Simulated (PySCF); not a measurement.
# C6H2F4 (1,2,3,4-tetrafluorobenzene (F-1,4)): the cost of one run

Computed with PySCF 2.14.0, with density-fitted response routines of our own, on a single molecule, in the gas phase or a continuum. Atoms are numbered from 0 throughout.

## 1. The molecule as given

12 atoms, charge 0, multiplicity 1; geometry from: GFN2-xTB. The atoms were then displaced at random by about 0.01 Å, so the start is not that level's minimum.

Bonds of the start (Å): F0–C1 1.30, C1–C2 1.38, C2–C3 1.42, C3–C4 1.35, C4–F5 1.33, C4–C6 1.40, C6–F7 1.34, C6–C8 1.41, C8–F9 1.33, C8–C1 1.40, C2–H10 1.07, C3–H11 1.08.

## 2. Optimising the geometry at PBE0-D3(BJ)/def2-TZVP

What the job is given:

```
{"job": {"xc": "PBE0", "basis": "def2-TZVP", "d3": "d3bj", "grid": 2, "shake": 0.01, "kind": "geom"}, "charge": 0, "multiplicity": 1}
F     -2.025970     1.759460     0.013850
C     -1.058090     0.885530     0.001620
C     -1.366580    -0.464340    -0.011500
C     -0.285740    -1.384970    -0.013210
C      0.992510    -0.960810    -0.019900
F      1.983990    -1.845780    -0.018940
C      1.310470     0.402190    -0.001570
F      2.585700     0.822360    -0.005450
C      0.264910     1.340650     0.024440
F      0.541930     2.638220     0.023220
H     -2.387000    -0.776140     0.006020
H     -0.516430    -2.444630    -0.007620
```

Launch:

```
$ OMP_NUM_THREADS=2 python probes_run.py task.json out
```

The driver reads the jobs from task.json and runs them one after another.

**Question.** How long does this first job take on 2 threads of AMD EPYC, shared host, and how much memory does it need?

About 8.4 min, with a peak of 2.3 GiB.
